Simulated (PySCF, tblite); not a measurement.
# C2H12O2Si3: geometry, infrared bands and NMR shifts

Aim: predict the infrared bands and NMR shifts of C2H12O2Si3 (`CCO[Si@@H](O)[SiH2][SiH3]`).

Programs: tblite 0.8.0 and PySCF 2.14.0, with density-fitted response routines of our own. Each step states its level of theory. These are calculated values for one molecule in the gas phase, unless marked as measured. Atoms count from 0, in the outputs and in this text.

## (1) The starting structure

19 atoms, charge 0, multiplicity 1; geometry from: force field or distance geometry start.

Bonds of the start (Å): C0–C1 1.51, C1–O2 1.39, O2–Si3 1.69, Si3–O4 1.73, Si3–Si5 2.23, Si5–Si6 2.25, C0–H7 1.12, C0–H8 1.12, C0–H9 1.10, C1–H10 1.12, C1–H11 1.11, Si3–H12 1.48, O4–H13 1.00, Si5–H14 1.46, Si5–H15 1.47, Si6–H16 1.47, Si6–H17 1.48, Si6–H18 1.48.

## (2) Optimising the geometry with GFN2-xTB

The job: settings as JSON, then the geometry in Å.

```
{"job": {"kind": "relax", "xc": "GFN2-xTB", "basis": "xTB"}, "charge": 0, "multiplicity": 1}
C     -3.364200     0.339600    -0.179200
C     -2.080100    -0.387800     0.154600
O     -1.087800     0.560300     0.397300
Si     0.379800    -0.184700     0.777300
O      0.029600    -1.831700     1.170100
Si     1.712300    -0.184100    -1.006800
Si     3.531800     1.009300    -0.446400
H     -4.214400    -0.145400     0.369600
H     -3.557700     0.305900    -1.283000
H     -3.276500     1.388200     0.135800
H     -2.263400    -1.047300     1.046200
H     -1.788800    -1.036900    -0.701100
H      1.022600     0.511700     1.908900
H      0.101000    -2.008100     2.146800
H      2.066600    -1.543700    -1.395800
H      1.061600     0.457800    -2.154200
H      3.438200     1.310600     0.992000
H      4.764500     0.236600    -0.701500
H      3.515300     2.258900    -1.238000
```

Started as:

```sh
OMP_NUM_THREADS=1 python probes_run.py task.json out
```

The driver reads the jobs from task.json and runs them one after another.

Standard output:

```text
step      E/eV     max force
  0    -646.67574    2.464
  1    -646.91866    1.428
  2    -647.01740    0.779
  3    -647.04818    0.636
  4    -647.09269    0.455
  5    -647.11863    0.500
  6    -647.16577    0.583
  7    -647.19059    0.562
  8    -647.21107    0.347
  9    -647.22744    0.389
 10    -647.24226    0.402
 11    -647.25502    0.294
 12    -647.26593    0.250
 13    -647.27593    0.280
 14    -647.28554    0.302
 15    -647.29502    0.336
 16    -647.30380    0.244
 17    -647.31261    0.291
 18    -647.32332    0.301
 19    -647.33488    0.293
 20    -647.34604    0.368
 21    -647.35682    0.340
 22    -647.36497    0.226
 23    -647.36816    0.352
 24    -647.37349    0.148
 25    -647.37641    0.135
 26    -647.38133    0.164
 27    -647.38495    0.198
 28    -647.38925    0.147
 29    -647.39158    0.082
 30    -647.39332    0.077
 31    -647.39528    0.116
 32    -647.39757    0.140
 33    -647.39953    0.105
 34    -647.40096    0.121
 35    -647.40229    0.106
 36    -647.40386    0.115
 37    -647.40551    0.116
 38    -647.40683    0.090
 39    -647.40785    0.096
 40    -647.40901    0.110
 41    -647.41099    0.167
 42    -647.41371    0.178
 43    -647.41650    0.142
 44    -647.41906    0.106
 45    -647.42172    0.133
 46    -647.42513    0.187
 47    -647.43031    0.192
 48    -647.43561    0.223
 49    -647.43447    0.398
 50    -647.44618    0.237
 51    -647.45138    0.119
 52    -647.45818    0.193
 53    -647.46483    0.246
 54    -647.47086    0.194
 55    -647.47614    0.287
 56    -647.48036    0.180
 57    -647.48483    0.143
 58    -647.48926    0.184
 59    -647.49223    0.188
 60    -647.49537    0.223
 61    -647.49993    0.176
 62    -647.50383    0.151
 63    -647.50652    0.169
 64    -647.50839    0.215
 65    -647.51078    0.104
 66    -647.51374    0.083
 67    -647.51572    0.143
 68    -647.51730    0.128
 69    -647.51890    0.101
 70    -647.52138    0.103
 71    -647.52347    0.141
 72    -647.52671    0.252
 73    -647.52704    0.270
 74    -647.53243    0.121
 75    -647.53410    0.087
 76    -647.53567    0.069
 77    -647.53623    0.070
 78    -647.53740    0.098
 79    -647.53857    0.118
 80    -647.54005    0.098
 81    -647.54107    0.056
 82    -647.54181    0.054
 83    -647.54246    0.057
 84    -647.54318    0.067
 85    -647.54383    0.054
 86    -647.54427    0.049
 87    -647.54456    0.040
 88    -647.54489    0.066
 89    -647.54534    0.063
 90    -647.54602    0.064
 91    -647.54717    0.065
 92    -647.54779    0.074
 93    -647.54887    0.074
 94    -647.54988    0.076
 95    -647.55111    0.073
 96    -647.55233    0.072
 97    -647.55355    0.076
 98    -647.55461    0.087
 99    -647.55564    0.091
100    -647.55664    0.082
101    -647.55773    0.072
102    -647.55863    0.055
103    -647.55925    0.048
104    -647.55954    0.045
105    -647.55993    0.038
106    -647.56043    0.051
107    -647.56110    0.068
108    -647.56173    0.059
109    -647.56221    0.052
110    -647.56259    0.057
111    -647.56293    0.065
112    -647.56337    0.057
113    -647.56410    0.055
114    -647.56471    0.050
115    -647.56523    0.052
116    -647.56564    0.050
117    -647.56616    0.056
118    -647.56700    0.083
119    -647.56786    0.121
120    -647.56984    0.166
121    -647.57208    0.164
122    -647.57599    0.184
123    -647.57205    0.270
124    -647.57992    0.144
125    -647.58256    0.134
126    -647.58746    0.235
127    -647.59586    0.273
128    -647.60103    0.375
129    -647.60903    0.197
130    -647.61458    0.136
131    -647.61866    0.115
132    -647.62197    0.130
133    -647.62493    0.145
134    -647.62808    0.120
135    -647.63270    0.128
136    -647.63711    0.177
137    -647.64157    0.178
138    -647.64553    0.216
139    -647.64903    0.181
140    -647.65214    0.165
141    -647.65516    0.208
142    -647.65749    0.167
143    -647.65925    0.117
144    -647.66075    0.109
145    -647.66237    0.098
146    -647.66376    0.091
147    -647.66483    0.068
148    -647.66570    0.062
149    -647.66658    0.070
150    -647.66749    0.101
151    -647.66839    0.093
152    -647.66925    0.071
153    -647.67010    0.098
154    -647.67092    0.084
155    -647.67191    0.061
156    -647.67307    0.072
157    -647.67434    0.112
158    -647.67546    0.117
159    -647.67633    0.077
160    -647.67659    0.103
161    -647.67730    0.048
162    -647.67767    0.040
163    -647.67831    0.046
164    -647.67861    0.046
165    -647.67897    0.033
166    -647.67924    0.029
167    -647.67947    0.036
168    -647.67967    0.037
169    -647.67986    0.030
170    -647.68005    0.029
171    -647.68022    0.028
172    -647.68038    0.030
173    -647.68052    0.029
174    -647.68065    0.026
175    -647.68075    0.030
176    -647.68084    0.030
177    -647.68096    0.027
178    -647.68111    0.024
179    -647.68127    0.025
180    -647.68142    0.027
181    -647.68157    0.028
182    -647.68173    0.031
183    -647.68189    0.033
184    -647.68206    0.036
185    -647.68223    0.054
186    -647.68244    0.036
187    -647.68272    0.037
188    -647.68303    0.032
189    -647.68320    0.022
190    -647.68327    0.019
191    -647.68332    0.015
192    -647.68338    0.018
193    -647.68344    0.020
194    -647.68350    0.015
195    -647.68354    0.010
196    -647.68356    0.010
197    -647.68358    0.012
198    -647.68361    0.014
199    -647.68364    0.015
200    -647.68367    0.013
201    -647.68369    0.011
202    -647.68370    0.010
```

Wall time 2 s (1 thread of Arm Neoverse V1, shared host); peak memory 0.18 GiB.

Along the way: (not every step is listed)

| step | energy from step 0 (eV) | largest force (eV/Å) |
| --- | --- | --- |
| 0 | 0.0000 | 2.4639 |
| 1 | -0.2429 | 1.4276 |
| 2 | -0.3417 | 0.7791 |
| 3 | -0.3724 | 0.6357 |
| 4 | -0.4169 | 0.4545 |
| 5 | -0.4429 | 0.5004 |
| 6 | -0.4900 | 0.5827 |
| 7 | -0.5149 | 0.5621 |
| 8 | -0.5353 | 0.3472 |
| 26 | -0.7056 | 0.1639 |
| 44 | -0.7433 | 0.1063 |
| 62 | -0.8281 | 0.1511 |
| 80 | -0.8643 | 0.0981 |
| 98 | -0.8789 | 0.0872 |
| 116 | -0.8899 | 0.0500 |
| 134 | -0.9523 | 0.1205 |
| 152 | -0.9935 | 0.0707 |
| 170 | -1.0043 | 0.0288 |
| 188 | -1.0073 | 0.0323 |
| 197 | -1.0078 | 0.0117 |
| 198 | -1.0079 | 0.0136 |
| 199 | -1.0079 | 0.0146 |
| 200 | -1.0079 | 0.0128 |
| 201 | -1.0079 | 0.0109 |
| 202 | -1.0080 | 0.0097 |

Close pairs (by a distance rule), those that changed most:

| bond | before (Å) | after (Å) | change (Å) |
| --- | --- | --- | --- |
| Si3–O4 | 1.729 | 1.625 | -0.104 |
| Si3–Si5 | 2.227 | 2.298 | +0.071 |
| Si5–Si6 | 2.247 | 2.311 | +0.064 |
| O2–Si3 | 1.689 | 1.631 | -0.058 |
| O4–H13 | 0.995 | 0.954 | -0.041 |
| C0–H7 | 1.122 | 1.087 | -0.036 |
| C0–H8 | 1.121 | 1.087 | -0.034 |
| C1–H10 | 1.124 | 1.096 | -0.028 |

The end geometry stands in the next job.

## (3) Harmonic vibrations with GFN2-xTB

The job: settings as JSON, then the geometry in Å.

```
{"job": {"kind": "ir", "xc": "GFN2-xTB", "basis": "xTB"}, "charge": 0, "multiplicity": 1}
C     -2.890342     0.422117    -0.122903
C     -2.240603    -0.952830    -0.076298
O     -1.234025    -1.050867     0.883211
Si     0.097813    -0.122606     1.037795
O      1.067524    -0.974299     2.025566
Si     1.306024     0.100794    -0.903998
Si     3.500291     0.789039    -0.671664
H     -3.725057     0.412936    -0.818361
H     -2.165550     1.165149    -0.446075
H     -3.253390     0.695435     0.864451
H     -2.987961    -1.712773     0.177788
H     -1.820849    -1.191783    -1.062545
H     -0.305768     1.112945     1.732194
H      0.691675    -1.484568     2.738435
H      1.256120    -1.140361    -1.707776
H      0.581395     1.036858    -1.796573
H      3.823715     1.192988     0.699979
H      4.480066    -0.236763    -1.043037
H      3.809120     1.947840    -1.517650
```

Standard output:

```text
mode    cm-1     km/mol
  1      12.1      0.08
  2      18.4      0.02
  3      39.4      0.23
  4      57.1      0.65
  5      97.7      1.29
  6     113.9      0.19
  7     162.5     22.59
  8     201.7      3.58
  9     232.1     13.27
 10     268.8      8.54
 11     301.6     81.87
 12     347.9     51.18
 13     402.9     12.55
 14     444.8      3.31
 15     453.6     26.34
 16     457.0     14.36
 17     507.7      4.55
 18     574.6     29.91
 19     629.3    858.64
 20     698.1    145.94
 21     726.8     90.54
 22     739.4      4.03
 23     788.5    465.73
 24     818.2    117.96
 25     823.9     95.37
 26     828.9    214.07
 27     834.2    101.90
 28     855.8    179.02
 29     897.5    162.75
 30     973.5     45.85
 31    1092.3      6.45
 32    1152.4     14.27
 33    1169.0    238.46
 34    1269.4      2.97
 35    1345.1      5.87
 36    1399.6     13.65
 37    1481.7      1.50
 38    1482.5      2.40
 39    1496.6      1.30
 40    2080.3    318.74
 41    2104.5     75.87
 42    2127.8    463.71
 43    2214.8    400.25
 44    2225.0    392.03
 45    2230.7    188.90
 46    2886.8     53.01
 47    2931.5     47.37
 48    3040.8     41.57
 49    3045.4     14.63
 50    3046.6     33.32
 51    3656.3      5.68
```

Wall time 0.91 s (1 thread of Arm Neoverse V1, shared host); peak memory 0.18 GiB.

The strongest bands and the atoms that carry them (share of the mass-weighted mode):

| cm⁻¹ | km/mol | atoms |
| --- | --- | --- |
| 629 | 858.6 | H15 44 %, H12 18 %, H14 17 % |
| 788 | 465.7 | H16 28 %, H17 26 %, H18 24 % |
| 829 | 214.1 | H13 38 % |
| 1169 | 238.5 | O2 43 %, C1 40 % |
| 2080 | 318.7 | H15 90 % |
| 2128 | 463.7 | H12 86 %, H14 10 % |
| 2215 | 400.2 | H18 91 % |
| 2225 | 392.0 | H17 81 %, H16 13 % |

## (4) Shielding tensors: PBE0/pcSseg-1

The job, as its differences from that of step 3:

```diff
@@ -1,2 +1,2 @@
-{"job": {"kind": "ir", "xc": "GFN2-xTB", "basis": "xTB"}, "charge": 0, "multiplicity": 1}
+{"job": {"kind": "nmr", "xc": "PBE0", "basis": "pcSseg-1"}, "charge": 0, "multiplicity": 1}
 C     -2.890342     0.422117    -0.122903
```

With the program's defaults for keys left out, this is: GIAO PBE0/pcSseg-1 NMR shielding, non-relativistic, gas phase.

Standard output:

```text
coarse grid: 16656 points
cycle   1  E = -1101.5188201496  dE =  5.503e-01  |g| = 9.379e-01  |ddm| = 3.779e+00
cycle   2  E = -1101.2979524676  dE =  2.209e-01  |g| = 1.434e+00  |ddm| = 2.189e+00
cycle   3  E = -1101.6749811080  dE = -3.770e-01  |g| = 1.011e-01  |ddm| = 1.569e+00
cycle   4  E = -1101.6765714337  dE = -1.590e-03  |g| = 5.306e-02  |ddm| = 1.155e-01
cycle   5  E = -1101.6771138706  dE = -5.424e-04  |g| = 1.377e-02  |ddm| = 4.623e-02
cycle   6  E = -1101.6771429275  dE = -2.906e-05  |g| = 4.527e-03  |ddm| = 1.327e-02
cycle   7  E = -1101.6771471748  dE = -4.247e-06  |g| = 3.481e-04  |ddm| = 3.810e-03
final grid: 145080 points
cycle   8  E = -1101.7360994109  dE = -2.758e-05  |g| = 1.028e-02  |ddm| = 2.490e-02
cycle   9  E = -1101.7360808385  dE =  1.857e-05  |g| = 1.447e-02  |ddm| = 1.599e-02
cycle  10  E = -1101.7361189262  dE = -3.809e-05  |g| = 1.115e-03  |ddm| = 1.027e-02
cycle  11  E = -1101.7361191818  dE = -2.557e-07  |g| = 2.205e-04  |ddm| = 1.243e-03
cycle  12  E = -1101.7361191907  dE = -8.873e-09  |g| = 8.607e-05  |ddm| = 2.420e-04
cycle  13  E = -1101.7361191920  dE = -1.246e-09  |g| = 2.703e-05  |ddm| = 9.103e-05
cycle  14  E = -1101.7361191921  dE = -1.264e-10  |g| = 3.850e-06  |ddm| = 2.211e-05
converged SCF energy = -1101.7361191921

GIAO shielding tensors (ppm)
atom      isotropic    diamagn.    paramagn.     s11        s22        s33       span
  0 C      164.783     250.485     -85.702    150.482    161.493    182.375     31.893
  1 C      124.008     243.412    -119.404     94.760    110.613    166.651     71.892
  2 O      267.803     400.189    -132.386    210.959    264.053    328.397    117.438
  3 Si     355.877     880.528    -524.650    314.505    371.135    381.991     67.486
  4 O      291.263     388.133     -96.870    250.112    283.459    340.217     90.105
  5 Si     494.185     883.688    -389.503    480.863    492.211    509.482     28.618
  6 Si     470.677     879.469    -408.793    461.925    466.631    483.475     21.550
  7 H       30.640      28.121       2.519     27.061     27.283     37.576     10.514
  8 H       30.488      32.884      -2.396     26.192     30.793     34.478      8.285
  9 H       30.147      29.587       0.561     27.028     28.100     35.314      8.287
 10 H       27.553      28.475      -0.921     22.267     27.110     33.283     11.016
 11 H       27.523      31.635      -4.112     23.373     27.662     31.534      8.161
 12 H       25.901      31.440      -5.539     22.360     24.659     30.682      8.322
 13 H       30.017      31.408      -1.391     21.292     25.412     43.348     22.057
 14 H       28.291      31.483      -3.193     24.238     26.933     33.701      9.463
 15 H       28.588      31.745      -3.157     24.351     27.611     33.802      9.451
 16 H       28.195      28.437      -0.242     24.228     26.933     33.425      9.196
 17 H       28.159      28.234      -0.075     24.642     25.672     34.163      9.521
 18 H       28.202      28.256      -0.054     24.416     25.929     34.261      9.845
```

Run time: 38 s. Hardware: 1 thread of Arm Neoverse V1, shared host; peak memory 0.91 GiB.

The references, computed at this level on geometries of the same kind, shield at (ppm): ¹H TMS 31.72, ¹³C TMS 186.9, ²⁹Si TMS 349.2, ¹⁷O H2O 336.1. Their shielding less the atom's gives the shift. The references are single molecules in the gas phase, so shifts against H2O, NH3, PH3, H3PO4 or CFCl3 are not on the usual liquid scales and can be off by tens of ppm. Atoms listed in one row are averaged.

| atoms | environment | σ (ppm) | δ (ppm) | δ scaled to CDCl3 |
| --- | --- | --- | --- | --- |
| C1 | sp3 CH2 bonded to O | 124.0 | 62.9 | 59.5 |
| C0 | methyl carbon | 164.8 | 22.1 | 19.7 |
| H12 | hydrogen on a silicon bonded to 2 O, Si | 25.90 | 5.82 | – |
| H11 | hydrogen on an sp3 CH2 bonded to O | 27.52 | 4.19 | 4.06 |
| H10 | hydrogen on an sp3 CH2 bonded to O | 27.55 | 4.16 | 4.03 |
| H16, H17, H18 | hydrogen on a silicon bonded to Si | 28.19 | 3.53 | – |
| H14 | hydrogen on a silicon bonded to 2 Si | 28.29 | 3.43 | – |
| H15 | hydrogen on a silicon bonded to 2 Si | 28.59 | 3.13 | – |
| H13 | hydrogen on an oxygen bonded to Si | 30.02 | 1.70 | – |
| H7, H8, H9 | hydrogen on a methyl carbon | 30.43 | 1.29 | 1.32 |
| O2 | oxygen bonded to C, Si | 267.8 | 68.3 | – |
| O4 | oxygen bonded to Si, H | 291.3 | 44.8 | – |
| Si3 | silicon bonded to 2 O, Si, H | 355.9 | -6.7 | – |
| Si6 | silicon bonded to Si, 3 H | 470.7 | -121.5 | – |
| Si5 | silicon bonded to 2 Si, 2 H | 494.2 | -145.0 | – |

The scaled column applies a straight-line fit of computed shieldings to shifts measured in CDCl3 (root-mean-square error 0.16 ppm for H, 1.9 ppm for C).

The run also stored atomic charges by several schemes (e):

| atoms | Mulliken | IAO | Hirshfeld | ESP fit |
| --- | --- | --- | --- | --- |
| C0 | -0.33 | -0.44 | -0.12 | -0.28 |
| C1 | 0.05 | -0.04 | 0.01 | 0.33 |
| O2 | -0.63 | -0.65 | -0.23 | -0.54 |
| Si3 | 0.91 | 1.11 | 0.38 | 0.78 |
| O4 | -0.55 | -0.80 | -0.31 | -0.74 |
| Si5 | -0.18 | 0.06 | 0.14 | 0.06 |
| Si6 | 0.22 | 0.31 | 0.22 | 0.21 |

Mayer bond orders: C0–C1 1.06, C1–O2 0.89, O2–Si3 0.96, Si3–O4 1.06, Si3–Si5 0.84, Si5–Si6 0.89.

## (5) Summary of results

| quantity | value |
| --- | --- |
| strongest single infrared mode (GFN2-xTB) | 629 cm⁻¹, 859 km/mol |
| zero-point energy (GFN2-xTB) | 82.6 kcal/mol |
| ¹³C shifts against TMS (PBE0/pcSseg-1) | 62.9, 22.1 ppm |
| ¹H shifts against TMS (PBE0/pcSseg-1, means over atoms taken as alike) | 5.82, 4.19, 4.16, 3.53, 3.43, 3.13, 1.70, 1.29 ppm |
| ¹⁷O shifts against H2O (PBE0/pcSseg-1) | 68.3, 44.8 ppm |
| ²⁹Si shifts against TMS (PBE0/pcSseg-1) | -6.7, -121.5, -145.0 ppm |

The optimisation took 202 steps and gained 1.008 eV; among the close pairs (by a distance rule), Si3–O4 changed most, from 1.729 to 1.625 Å. All 51 modes are real, so the xTB geometry is a minimum. The strongest single mode, at 629 cm⁻¹, has its largest shares on H15, H12 and H14 (the list is cut at 3 atoms). GFN2-xTB is a fitted tight-binding method: band positions and strengths are rough. Its intensities can rank the bands wrongly. C1 (sp3 CH2 bonded to O) lies farthest downfield among carbon, at 62.9 ppm; deshielded by the electronegative neighbour. At PBE0/pcSseg-1: Shielding is most anisotropic at O2 (span 117 ppm, paramagnetic term -132 ppm).
